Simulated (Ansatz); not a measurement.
# B₂Ge (triplet): the correlation ladder, cc-pVTZ

An exercise on one series of results from a longer session: the logs are not shown, and one member is left open.

Program: Ansatz 0.2.0, Gaussian basis. Level of theory: cc-pVTZ, core rule «outside noble gas», up to 16 orbitals frozen. These are calculated values, not measurements.

The runs, in order: UHF; CCSD(T) on ROHF; CCSD(T) on UHF; BCCD(T) on ROHF; CCSDT(Q) on ROHF; CCSDT(Q) on UHF; CASSCF and NEVPT2, 10 electrons in 12 orbitals.

4 further runs of the same task are left out: 4 set aside as unsound or not needed.

## What is computed

The geometry is a PBE0/def2-TZVP stationary point (not a proven minimum) of the parent state, kept for this charge and spin. No spin-orbit coupling is included. The filled d shell of Ge may be among the frozen orbitals whatever the setting's name suggests; the logs give the count.

3 atoms, charge 0, spin multiplicity 3.

Atoms are counted from 1 here; the program's logs count them from 0.

Bond lengths: B1–B2 1.505 Å, B1–Ge3 1.996 Å, B2–Ge3 1.996 Å. Angles: B2–B1–Ge3 67.8°, B1–B2–Ge3 67.8°, B1–Ge3–B2 44.3°.

The first run:

The input, in.yaml:

```yaml
crystal:
  periodic: [false, false, false]
  atoms:
    - {symbol: B, position_ang: [0.000000, 0.752557, 1.424497]}
    - {symbol: B, position_ang: [0.000000, -0.752557, 1.424497]}
    - {symbol: Ge, position_ang: [0.000000, 0.000000, -0.424015]}
basis:
  gaussian: {orbitals: cc-pVTZ}
magnetization: {spin_polarized: true, initial_magnetization: 2}
hamiltonian: {xc: hf}
output: {orbitals: {seedname: orbitals}}
```

Run with:

```sh
$ ansatz run in.yaml --threads 1 --pin off --events-out ev --progress --plain --max-ram 4096MiB --backend cpu
```

Among the steps run: UHF; CCSD(T) on ROHF; CCSD(T) on UHF; BCCD(T) on ROHF; CCSDT(Q) on ROHF; CCSDT(Q) on UHF; CASSCF and NEVPT2, 10 electrons in 12 orbitals.

One table of the session follows, with a row left open; its other results are not shown here.

| method | from RCCSDT(Q) (kJ/mol) |
| --- | --- |
| UHF | +752.5 |
| RMP2 | +101.4 |
| UMP2 | +162.1 |
| RCCSD | +74.0 |
| UCCSD | +70.6 |
| RCCSD(T) | +9.1 |
| UCCSD(T) | ? |
| BCCD(T) | +9.9 |
| RCCSDT | +7.4 |
| UCCSDT | +6.6 |
| RCCSDT(Q) | 0 |
| UCCSDT(Q) | -0.6 |
| CASSCF valence | +414.6 |
| NEVPT2 valence | +84.0 |

Estimate the missing values for UCCSD(T).

**Answer.** from RCCSDT(Q) (kJ/mol): +13.9. In the column «from RCCSDT(Q) (kJ/mol)» it lies between BCCD(T) (+9.9) and UCCSD (+70.6).

Caveats from the session: The determinant is far from a pure spin state, so its energy mixes those of several spin states (harmless only where they are near-degenerate, as at dissociation). Left out of the table: ROHF (another determinant or state than the rows shown). Warnings: spin contamination; coupled cluster took another determinant than the lowest. Restricted and unrestricted rows rest on different reference determinants; where their highest levels disagree by more than a few hundredths of an eV, they describe different states and don't form one ladder.
